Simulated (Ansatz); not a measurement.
# H4Sn: the cost of one run

Computed with Ansatz 0.2.0, Gaussian basis. Level: PBE0-D4/def2-TZVP structures, single points in def2-TZVPP, no counterpoise correction.

Levels: SPW92, PBE-D4, BLYP-D4, r2SCAN-D4, B97M-V, PBE0-D4, B3LYP-D4, r2SCAN0-D4, BHLYP-D4, CAM-B3LYP-D4, wB97X-V, wB97M-V, B2PLYP, PBE-QIDH, RPA on PBE, Hartree-Fock, MP2, CCSD, CCSD(T).

Correlated methods freeze the cores. Filled d shells of the heavier atoms are correlated. Core potentials replace the inner electrons past krypton, and spin-orbit coupling is left out. B3LYP uses VWN-RPA correlation. B2PLYP carries no dispersion term here.

88 further runs of the same task are left out: 88 set aside as unsound or not needed.

### 1 Starting geometry

The complex: 12 atoms, charge 0, spin multiplicity 1.

Atoms are counted from 1 here; the program's logs count them from 0.

Bond lengths: Sn1–H2 1.705 Å, Sn1–H3 1.705 Å, Sn1–H4 1.704 Å, Sn1–H5 1.726 Å, H6–N7 1.012 Å, N7–C8 1.454 Å, N7–H9 1.012 Å, C8–H10 1.092 Å, C8–H11 1.092 Å, C8–H12 1.097 Å. Angles: H2–Sn1–H3 112.2°, H2–Sn1–H4 112.8°, H2–Sn1–H5 106.1°, H3–Sn1–H4 112.7°, H3–Sn1–H5 106.1°, H4–Sn1–H5 106.3°, H6–N7–C8 111.0°, H6–N7–H9 107.1°, C8–N7–H9 111.0°, N7–C8–H10 109.2°, N7–C8–H11 109.2°, N7–C8–H12 114.8°, H10–C8–H11 107.1°, H10–C8–H12 108.1°, H11–C8–H12 108.1°.

Coordinates:

```xyz
12
charge 0, multiplicity 1
Sn   -1.58488    1.07295   -0.64563
H    -0.14677    1.98336   -0.55202
H    -1.36860   -0.38919   -1.49475
H    -2.32344    0.84732    0.87285
H    -2.68651    2.01295   -1.58404
H     0.66945   -0.06433    1.75383
N     0.39655   -0.56673    0.91856
C     1.54581   -0.82463    0.06619
H    -0.03371   -1.43199    1.21982
H     1.97356    0.12679   -0.25714
H     1.21553   -1.35091   -0.83192
H     2.34321   -1.41570    0.53436
```

Its parts: SnH₄ holds atoms 1, 2, 3, 4, 5; CH₅N holds atoms 6, 7, 8, 9, 10, 11, 12. Each part counts its atoms afresh in its own runs.

### 2 Relaxing SnH₄ alone

The input, relax-a/in.yaml:

```yaml
crystal:
  periodic: [false, false, false]
  atoms:
    - {symbol: Sn, position_ang: [-1.584880, 1.072947, -0.645631]}
    - {symbol: H, position_ang: [-0.146774, 1.983362, -0.552019]}
    - {symbol: H, position_ang: [-1.368597, -0.389194, -1.494746]}
    - {symbol: H, position_ang: [-2.323442, 0.847322, 0.872846]}
    - {symbol: H, position_ang: [-2.686508, 2.012951, -1.584040]}
basis:
  gaussian: {orbitals: def2-TZVP}
hamiltonian: {xc: pbe0, dispersion: d4}
relax: {f_tol: 0.005, max_steps: 200}
```

On the command line:

```
> ansatz run in.yaml --threads 4 --pin off --events-out ev --progress --plain --max-ram 9574MiB
```

**Question.** How long does this run take on 4 threads of Intel Xeon at 2.50GHz, shared host?

About 5.5 s.
